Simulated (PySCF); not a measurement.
# Cl4Ge2H2N2 (cyclo-(Cl2GeNH)2): the cost of one run

The runs use PySCF 2.14.0, with density-fitted response routines of our own; the level of theory stands in each step. All values are computed, except where a source is named. Atoms count from 0, in the outputs and in this text.

### 1 Starting geometry

10 atoms, charge 0, multiplicity 1; geometry from: GFN2-xTB. The atoms were then displaced at random by about 0.03 Å, so the start is not that level's minimum.

Bonds of the start (Å): Ge0–Cl1 2.05, Ge0–Cl2 2.00, Ge0–N3 1.88, Ge0–N7 1.80, N3–Ge4 1.94, N3–H8 1.00, Ge4–Cl5 2.12, Ge4–Cl6 2.05, Ge4–N7 1.84, N7–H9 1.04.

### 2 Optimising the geometry at PBE0-D3(BJ)/def2-SVP

Job settings and geometry (Å):

```
{"job": {"xc": "PBE0", "basis": "def2-SVP", "d3": "d3bj", "grid": 1, "maxiter": 40, "shake": 0.03, "kind": "geom"}, "charge": 0, "multiplicity": 1}
Ge     1.386850    -0.266380     0.165620
Cl     2.640960    -0.490690    -1.439380
Cl     2.261000    -0.242780     1.963030
N      0.280280     1.235300    -0.057580
Ge    -1.335500     0.170250    -0.180380
Cl    -2.683050     0.493200     1.417800
Cl    -2.272920     0.226280    -1.998100
N     -0.138200    -1.209440     0.058570
H      0.329220     2.229560    -0.105020
H     -0.343990    -2.222040     0.179870
```

Launch:

```sh
$ OMP_NUM_THREADS=1 python probes_run.py task.json out
```

One launch serves the whole session: the jobs run in the order shown.

**Question.** How long does this first job take on 1 thread of Arm Neoverse N1, shared host, and how much memory does it need?

About 9.6 min, with a peak of 0.98 GiB.
